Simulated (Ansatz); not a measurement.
# AlAsFH₅ (built from SMILES [AsH3].[F][AlH2]): a barrier at many levels of theory

Aim: the barrier and energy of one elementary step (Al1–As6 formed, F2–H5 formed, Al1–F2 loosened, H5–As6 broken) from LDA up to coupled cluster, on fixed structures, to see where each rung fails.

The runs use Ansatz 0.2.0, Gaussian basis; single points in def2-TZVPP on PBE0-D4/def2-TZVP structures.

Levels: SPW92, PBE-D4, BLYP-D4, r2SCAN-D4, B97M-V, PBE0-D4, B3LYP-D4, r2SCAN0-D4, BHLYP-D4, CAM-B3LYP-D4, wB97X-V, wB97M-V, B2PLYP, PBE-QIDH, RPA on PBE, Hartree-Fock, MP2, CCSD, CCSD(T). The reference is CCSD(T) at the basis limit, from triple and quadruple zeta. Zero-point energies come from PBE0-D4 vibrations.

Correlated methods freeze the cores. Filled d shells of the heavier atoms are correlated. B3LYP uses VWN-RPA correlation. B2PLYP carries no dispersion term here.

23 further runs of the same task are left out: 23 set aside as unsound or not needed.

### 1 The three structures

Charge 0, multiplicity 1. The folders r, ts and p hold the start, the saddle and the end; their coordinates stand in the first inputs.

| pair | r (Å) | ts (Å) | p (Å) |
| --- | --- | --- | --- |
| Al1–As6 | 3.321 | 2.648 | 2.473 |
| F2–H5 | 2.487 | 1.092 | 0.947 |
| Al1–F2 | 1.659 | 1.895 | 2.110 |
| H5–As6 | 1.532 | 1.932 | 2.431 |

### 2 wB97M-V/def2-TZVPP

File r/in.yaml:

```yaml
crystal:
  periodic: [false, false, false]
  atoms:
    - {symbol: Al, position_ang: [-0.080717, -0.120375, -1.308585]}
    - {symbol: F, position_ang: [-1.559270, -0.856115, -1.467053]}
    - {symbol: H, position_ang: [1.184679, -1.063205, -1.314022]}
    - {symbol: H, position_ang: [-0.048986, 1.449273, -1.467806]}
    - {symbol: H, position_ang: [-0.936994, -0.405876, 0.898860]}
    - {symbol: As, position_ang: [-0.012299, 0.116441, 2.003438]}
    - {symbol: H, position_ang: [0.241928, 1.423629, 1.268243]}
    - {symbol: H, position_ang: [1.211558, -0.543972, 1.387025]}
basis:
  gaussian: {orbitals: def2-TZVPP}
hamiltonian: {xc: {name: wB97M-V}}
```

File ts/in.yaml:

```yaml
crystal:
  periodic: [false, false, false]
  atoms:
    - {symbol: Al, position_ang: [0.159195, 0.019167, -0.960260]}
    - {symbol: F, position_ang: [-1.537872, -0.803341, -0.770943]}
    - {symbol: H, position_ang: [1.184733, -1.072084, -1.457763]}
    - {symbol: H, position_ang: [-0.050452, 1.440823, -1.612176]}
    - {symbol: H, position_ang: [-1.249014, -0.597962, 0.262308]}
    - {symbol: As, position_ang: [-0.102325, 0.052385, 1.674585]}
    - {symbol: H, position_ang: [0.304461, 1.483138, 1.370771]}
    - {symbol: H, position_ang: [1.291173, -0.522329, 1.493577]}
basis:
  gaussian: {orbitals: def2-TZVPP}
hamiltonian: {xc: {name: wB97M-V}}
```

File p/in.yaml:

```yaml
crystal:
  periodic: [false, false, false]
  atoms:
    - {symbol: Al, position_ang: [0.288900, 0.082652, -0.963083]}
    - {symbol: F, position_ang: [-1.603941, -0.840896, -0.841422]}
    - {symbol: H, position_ang: [1.120108, -1.103453, -1.602721]}
    - {symbol: H, position_ang: [-0.107679, 1.394661, -1.755661]}
    - {symbol: H, position_ang: [-1.665498, -0.811815, 0.103249]}
    - {symbol: As, position_ang: [0.084232, 0.133474, 1.501352]}
    - {symbol: H, position_ang: [0.443856, 1.584570, 1.717190]}
    - {symbol: H, position_ang: [1.439921, -0.439395, 1.841195]}
basis:
  gaussian: {orbitals: def2-TZVPP}
hamiltonian: {xc: {name: wB97M-V}}
```

No record of the launch command was kept for these runs.

Further steps of the session: CCSD(T)/def2-TZVPP; MP2/def2-QZVPP; Vibrations of the start structure; Vibrations of the end structure.

Q: Predict the outcome of this session. Wanted: barrier, CCSD(T)/CBS; reverse barrier, CCSD(T)/CBS; step energy, CCSD(T)/CBS; barrier with zero-point energy; step energy with zero-point energy; imaginary mode at the saddle; largest T1 diagnostic.

As calculated:

| quantity | value |
| --- | --- |
| barrier, CCSD(T)/CBS | 1.304 eV |
| reverse barrier, CCSD(T)/CBS | 0.260 eV |
| step energy, CCSD(T)/CBS | +1.044 eV |
| barrier with zero-point energy | 1.278 eV |
| step energy with zero-point energy | +1.109 eV |
| imaginary mode at the saddle | 569i cm⁻¹ |
| largest T1 diagnostic | 0.012 |

What this shows: B3LYP-D4 is the best functional here (+0.006 eV from CCSD(T)/CBS); SPW92 is the worst (-0.544 eV). By rung, the mean size of the error is: LDA 0.544, GGA 0.176, meta-GGA 0.136, hybrid 0.120, range-separated hybrid 0.024, double hybrid 0.063 eV. PBE-D4 gives a barrier 0.301 eV too low, outside chemical accuracy (1 kcal/mol, 0.043 eV). The barrier rises with the share of exact exchange, from BLYP-D4 through B3LYP-D4 to BHLYP-D4 (-0.051, +0.006, +0.145 eV). Hartree-Fock, with no correlation, is off by +0.530 eV. Zero-point motion lowers the barrier by 0.026 eV. The start structure keeps an imaginary mode: no true minimum.
